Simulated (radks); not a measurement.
**The first electron to leave Co**

The task here is to estimate one member of a computed series from the others.

Method: scalar-relativistic Kohn-Sham, PBEsol, spin-polarised, spherical densities, finite nucleus; open shells are filled with parallel spins first. Code: radks (a radial shooting solver on a logarithmic mesh, Libxc functionals) version 1.

5 further runs of the same task are left out: 5 set aside as unsound or not needed.

## The atom as given

```
element            : cobalt (Z = 27)
charge             : 0
electrons          : 27
configuration      : [Ar] 3d8 4s1
nuclear rms radius : 3.7875 fm
```

The outer shells:

Co
```
[Ar] core
3d [↑↓][↑↓][↑↓][↑ ][↑ ]
4s [↑ ]
```

Set-up of the first run:

Input:

```text
Z 27
configuration [Ar] 3d8 4s1
relativity scalar-relativistic
functional pbe_sol,pbe_sol
spin polarised
nucleus finite rms 3.7875 fm
c 137.035999084
```

Among the steps run: The parent, Co.

One of the session's tables, all rows but one given; the rest of the session is left out.

It belongs to the step «The parent, Co». From the orbitals of this run (lengths in bohr):

| level | <r> | outermost maximum (interpolated) | 90 % within | nodes |
| --- | --- | --- | --- | --- |
| 3s up | ? | ? | ? | ? |
| 3s down | 0.7781 | 0.670 | 1.17 | 2 |
| 3p up | 0.8223 | 0.680 | 1.27 | 1 |
| 3p down | 0.8237 | 0.680 | 1.28 | 1 |
| 3d up | 1.172 | 0.675 | 2.14 | 0 |
| 4s up | 3.017 | 2.41 | 4.65 | 3 |
| 4s down | 3.188 | 2.46 | 5.00 | 3 |
| 3d down | 1.207 | 0.678 | 2.22 | 0 |

Estimate the missing values for 3s up.

As computed: <r>: 0.7772; outermost maximum (interpolated): 0.670; 90 % within: 1.17; nodes: 2. In the column «<r>» it is the lowest.

To keep in mind: Open shells are spherical and high-spin; term and fine-structure splittings are not resolved.
